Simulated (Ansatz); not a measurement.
## BrFH4N2Si, SMILES N[Si](N)(F)Br: a comparison of dispersion corrections

Computed with Ansatz 0.2.0 through its Python package.

`run_disp.py`:
```python
# -*- coding: utf-8 -*-
import logging
import sys

import ansatz as az

logging.basicConfig(stream=sys.stdout, format="%(levelname)s:%(name)s:%(message)s")
logger = logging.getLogger("brfh4n2si")
logger.setLevel(logging.INFO)


def main():
    molecule = (
        az.Crystal.molecule()
        .atom("N", (-1.109, 0.2011, -0.7049))
        .atom("Si", (0.4336, 0.0101, -0.2753))
        .atom("N", (0.1619, -0.4661, 1.2939))
        .atom("F", (1.1359, -1.1805, -1.098))
        .atom("Br", (1.5646, 1.8554, -0.4225))
        .atom("H", (-1.5353, 0.9695, -0.0952))
        .atom("H", (-1.1467, 0.6539, -1.6428))
        .atom("H", (-0.4662, -1.1866, 1.2591))
        .atom("H", (1.0497, -0.9032, 1.6686))
    )

    calculation = molecule.calculation().basis(gaussian="def2-SVP")
    for name in ["blyp", "b3lyp"]:
        for correction in ("d3bj", "d4"):
            data = calculation.functional(name, dispersion=correction).run().report
            logger.info(f"{name:8s} {correction:5s} total {data['free_energy_ev']:.5f} eV, of which dispersion {1000 * data['dispersion']['energy']['ev']:.2f} meV")


if __name__ == "__main__":
    main()
```

```console
$ python run_disp.py
INFO:brfh4n2si:blyp     d3bj  total -83673.81608 eV, of which dispersion -500.17 meV
INFO:brfh4n2si:blyp     d4    total -83673.84433 eV, of which dispersion -528.42 meV
INFO:brfh4n2si:b3lyp    d3bj  total -83675.95941 eV, of which dispersion -412.61 meV
INFO:brfh4n2si:b3lyp    d4    total -83675.93721 eV, of which dispersion -390.42 meV
```

Reading the output:
- Total energies depend on the basis set; only differences at equal settings carry meaning.
- The geometry is a force-field or estimated start, not a minimum of this method, and the basis set is short of its limit. D4 holds the three-body term, and d3bj doesn't.
- b3lyp holds the VWN-RPA fit, as in Gaussian; the form of ORCA and Turbomole is b3lyp5.
- The whole script took 17 s on 1 thread of Arm Neoverse V1, with other jobs on the host, peak memory 0.31 GiB.
